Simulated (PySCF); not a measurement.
# monofluorogermane (GeH3F): NMR shifts and electronic excitations in gas and solvents, part 2 of 2

PySCF 2.14.0. Atoms count from 0. The steps go on from the part before.

## Step 10: Excited states and response: CAM-B3LYP/aug-cc-pVTZ

The job: settings as JSON, then the geometry in Å.

```
{"job": {"kind": "uv", "xc": "CAM-B3LYP", "basis": "aug-cc-pVTZ", "ip": false, "dynamic": false}, "charge": 0, "multiplicity": 1}
F      1.889066     0.169852     0.027549
Ge     0.185799     0.389645    -0.263134
H     -0.529546    -0.036892     1.024065
H     -0.007923     1.878121    -0.574946
H     -0.166244    -0.509644    -1.453865
```

With the program's defaults for keys left out, this is: TDDFT CAM-B3LYP/aug-cc-pVTZ, vertical, gas phase, core orbitals frozen in the response.

The log of the run:

```text
coarse grid: 20136 points
cycle   1  E = -2178.7695493220  dE = -6.880e-01  |g| = 7.593e-01  |ddm| = 4.084e+00
cycle   2  E = -2178.6840136867  dE =  8.554e-02  |g| = 1.116e+00  |ddm| = 1.820e+00
cycle   3  E = -2178.8510043652  dE = -1.670e-01  |g| = 1.025e-01  |ddm| = 1.051e+00
cycle   4  E = -2178.8521617450  dE = -1.157e-03  |g| = 2.138e-02  |ddm| = 1.416e-01
cycle   5  E = -2178.8522188870  dE = -5.714e-05  |g| = 1.892e-03  |ddm| = 3.621e-02
cycle   6  E = -2178.8522197296  dE = -8.426e-07  |g| = 3.104e-04  |ddm| = 5.257e-03
final grid: 40760 points
cycle   7  E = -2178.8521065509  dE = -7.393e-08  |g| = 2.664e-04  |ddm| = 1.661e-03
cycle   8  E = -2178.8521065471  dE =  3.761e-09  |g| = 3.253e-04  |ddm| = 5.964e-04
cycle   9  E = -2178.8521065609  dE = -1.375e-08  |g| = 3.448e-05  |ddm| = 3.312e-04
cycle  10  E = -2178.8521065611  dE = -1.805e-10  |g| = 1.001e-05  |ddm| = 3.793e-05
converged SCF energy = -2178.8521065611

Static polarisability (au): isotropic 32.317, principal 30.743 33.103 33.107

Singlet excitations
state   eV       nm        f      main configurations
  1   7.6957    161.1   0.00001   H->L 0.72, H->L+1 0.16, H->L+6 0.09
  2   7.6964    161.1   0.00001   H-1->L 0.72, H-1->L+1 0.16, H-1->L+6 0.09
  3   8.6042    144.1   0.14817   H->L+1 0.71, H->L 0.17
  4   8.6050    144.1   0.14821   H-1->L+1 0.71, H-1->L 0.17
  5   9.1966    134.8   0.00000   H->L+5 0.19, H-1->L+4 0.19, H->L+2 0.17
  6   9.6613    128.3   0.04198   H-2->L 0.19, H->L+3 0.13, H-1->L+2 0.13
  7   9.6616    128.3   0.04204   H-3->L 0.19, H->L+2 0.13, H-1->L+3 0.13
  8   9.7671    126.9   0.00030   H-1->L+2 0.22, H->L+3 0.21, H-1->L+5 0.17
  9   9.8801    125.5   0.00384   H->L+2 0.26, H-1->L+3 0.26, H->L+5 0.11
 10   9.8801    125.5   0.00388   H->L+3 0.28, H-1->L+2 0.24, H->L+4 0.12

Triplet excitations (Tamm-Dancoff, eV): 7.2590 7.2599 7.9069 7.9074
```

It took 11 s on 1 thread of Arm Neoverse V1, shared host; peak memory 0.7 GiB.

Key values: HOMO -11.16 eV, LUMO 0.09 eV; lowest singlet 7.70 eV.

## Step 11: Excited states and response: wB97X-D/aug-cc-pVTZ

The job: settings as JSON, then the geometry in Å.

```
{"job": {"kind": "uv", "xc": "wB97X-D", "basis": "aug-cc-pVTZ", "ip": true, "dynamic": false}, "charge": 0, "multiplicity": 1}
F      1.889066     0.169852     0.027549
Ge     0.185799     0.389645    -0.263134
H     -0.529546    -0.036892     1.024065
H     -0.007923     1.878121    -0.574946
H     -0.166244    -0.509644    -1.453865
```

Method: TDDFT wB97X-D/aug-cc-pVTZ, vertical, gas phase, core orbitals frozen in the response.

The log of the run:

```text
coarse grid: 20136 points
cycle   1  E = -2178.7078353749  dE = -7.135e-01  |g| = 7.470e-01  |ddm| = 4.145e+00
cycle   2  E = -2178.6559856330  dE =  5.185e-02  |g| = 1.012e+00  |ddm| = 1.747e+00
cycle   3  E = -2178.7914877984  dE = -1.355e-01  |g| = 7.474e-02  |ddm| = 9.308e-01
cycle   4  E = -2178.7921056875  dE = -6.179e-04  |g| = 2.368e-02  |ddm| = 1.068e-01
cycle   5  E = -2178.7921789917  dE = -7.330e-05  |g| = 2.242e-03  |ddm| = 3.938e-02
cycle   6  E = -2178.7921806149  dE = -1.623e-06  |g| = 4.873e-04  |ddm| = 7.443e-03
final grid: 40760 points
cycle   7  E = -2178.7918798038  dE = -4.443e-07  |g| = 8.185e-04  |ddm| = 7.940e-03
cycle   8  E = -2178.7918797606  dE =  4.317e-08  |g| = 1.032e-03  |ddm| = 1.799e-03
cycle   9  E = -2178.7918798971  dE = -1.365e-07  |g| = 2.579e-05  |ddm| = 9.545e-04
cycle  10  E = -2178.7918798974  dE = -3.201e-10  |g| = 7.074e-06  |ddm| = 8.743e-05
converged SCF energy = -2178.7918798974

Static polarisability (au): isotropic 32.261, principal 30.743 33.012 33.027

Singlet excitations
state   eV       nm        f      main configurations
  1   7.7849    159.3   0.00002   H->L+1 0.57, H->L 0.17, H->L+6 0.16
  2   7.7863    159.2   0.00003   H-1->L+1 0.57, H-1->L 0.17, H-1->L+6 0.16
  3   8.6779    142.9   0.14947   H->L 0.55, H->L+1 0.15, H-1->L 0.09
  4   8.6783    142.9   0.14954   H-1->L 0.55, H-1->L+1 0.15, H->L 0.09
  5   9.2251    134.4   0.00000   H-1->L+8 0.11, H->L+9 0.11, H->L+3 0.10
  6   9.6849    128.0   0.03312   H-2->L+1 0.19, H->L+3 0.16, H-1->L+2 0.16
  7   9.6851    128.0   0.03310   H-3->L+1 0.19, H->L+2 0.16, H-1->L+3 0.16
  8   9.8022    126.5   0.00718   H->L+2 0.19, H-1->L+3 0.19, H-1->L+2 0.17
  9   9.8849    125.4   0.04066   H-1->L+4 0.19, H->L+5 0.19, H->L+4 0.14
 10   9.9210    125.0   0.00019   H-1->L+3 0.25, H->L+2 0.25, H->L+5 0.09

Triplet excitations (Tamm-Dancoff, eV): 7.4341 7.4369 8.1480 8.1485
Vertical ionisation energy (delta-SCF) = 12.4172 eV
```

It took 23 s on 1 thread of Arm Neoverse V1, shared host; peak memory 0.69 GiB.

This run: HOMO -11.63 eV, LUMO 0.79 eV; lowest singlet 7.78 eV.

## Step 12: Run by run: NMR shifts

Shifts (ppm), means over like atoms, with basis size and wall time:

| run | H2 | F0 | Ge1 | functions | time |
| --- | --- | --- | --- | --- | --- |
| PBE0/pcSseg-2 | 5.66 | -276.1 | -33 | 141 | 6.8 s |
| KT3/pcSseg-2 | 5.57 | -287.7 | -44 | 141 | 8 s |
| wB97X-D/pcSseg-2 | 5.60 | -266.3 | -33 | 141 | 6.8 s |
| B97-2/pcSseg-2 | 5.61 | -269.8 | -41 | 141 | 5 s |
| WP04/pcSseg-2 in chloroform | 5.16 | -259.5 | -55 | 141 | 5.4 s |
| wB97X-D/pcSseg-2 in chloroform | 5.68 | -268.6 | -25 | 141 | 6.9 s |

## Step 13: Comparing the runs: electronic excitations

Excitations and ground-state properties, with basis size and wall time:

| run | lowest singlet (eV) | brightest (eV) | f | gap (eV) | α (Å³) | μ (D) | functions | time |
| --- | --- | --- | --- | --- | --- | --- | --- | --- |
| PBE0/aug-cc-pVTZ | 7.60 | 8.46 | 0.130 | 9.14 | 4.81 | 2.18 | 174 | 11 s |
| CAM-B3LYP/aug-cc-pVTZ | 7.70 | 8.61 | 0.148 | 11.25 | 4.79 | 2.25 | 174 | 11 s |
| wB97X-D/aug-cc-pVTZ | 7.78 | 8.68 | 0.150 | 12.42 | 4.78 | 2.19 | 174 | 23 s |

Measured dipole: 2.33 D (gas; NIST CCCBDB Release 22 (SRD 101), experimental dipoles).

## Step 14: Outcome

The summary covers parts 1 to 2.

| quantity | value |
| --- | --- |
| point group | C3v |
| rotational constants (main isotopes) | 77.18, 9.92, 9.92 GHz |
| 1H shifts against TMS (PBE0/pcSseg-2, means over atoms taken as alike) | 5.66 ppm |
| 19F shifts against CFCl3 (PBE0/pcSseg-2) | -276.1 ppm |
| 73Ge shifts against GeMe4 (PBE0/pcSseg-2) | -33 ppm |
| lowest singlet (PBE0/aug-cc-pVTZ) | 7.60 eV (163 nm), f = 0.000 |
| brightest single state of those computed | state 4, 8.46 eV, f = 0.130 |
| lowest triplet | 7.15 eV |
| range of the shift of Ge1 (wB97X-D/pcSseg-2 runs) | -33 to -25 ppm |
| range of the lowest singlet | 7.60 to 7.78 eV |

**Reading.** Over 3 steps the energy fell by 0.066 eV; of the close pairs, Ge1–H2 changed most, 1.493 to 1.533 Å. No frequency check was run at this level, so the end point may be a saddle. At PBE0/pcSseg-2: The largest span, 366 ppm, is at Ge1, where the paramagnetic term is -1383 ppm. The first singlet state (HOMO→LUMO 0.97) lies at 7.60 eV and is dark; of the 10 states computed, the strongest absorption comes from states 3 to 4 together at 8.46 eV. The lowest triplet lies 0.46 eV below the lowest singlet (triplets in Tamm-Dancoff, singlets in full TDDFT). The dipole moment, 2.18 D, compares with 2.33 D measured. At one level, wB97X-D/pcSseg-2: Across the 2 runs the shift of Ge1 moves most, between -33 (wB97X-D/pcSseg-2) and -25 ppm (wB97X-D/pcSseg-2 in chloroform). The lowest singlet runs from 7.60 eV (PBE0/aug-cc-pVTZ) to 7.78 eV (wB97X-D/aug-cc-pVTZ), while the orbital gap spans 9.14 to 12.42 eV: the excitation energy moves far less from run to run than the orbital gap does. The lowest state need not be the same one in every run. For the measured dipole, CAM-B3LYP/aug-cc-pVTZ misses least (0.08 D, 11 s) and PBE0/aug-cc-pVTZ most (0.15 D, 11 s). Spin-orbit coupling is left out, which matters for shieldings and couplings at and beside the heavy atoms. One molecule ranks no method: errors cancel, and vibration and temperature are missing from all runs.
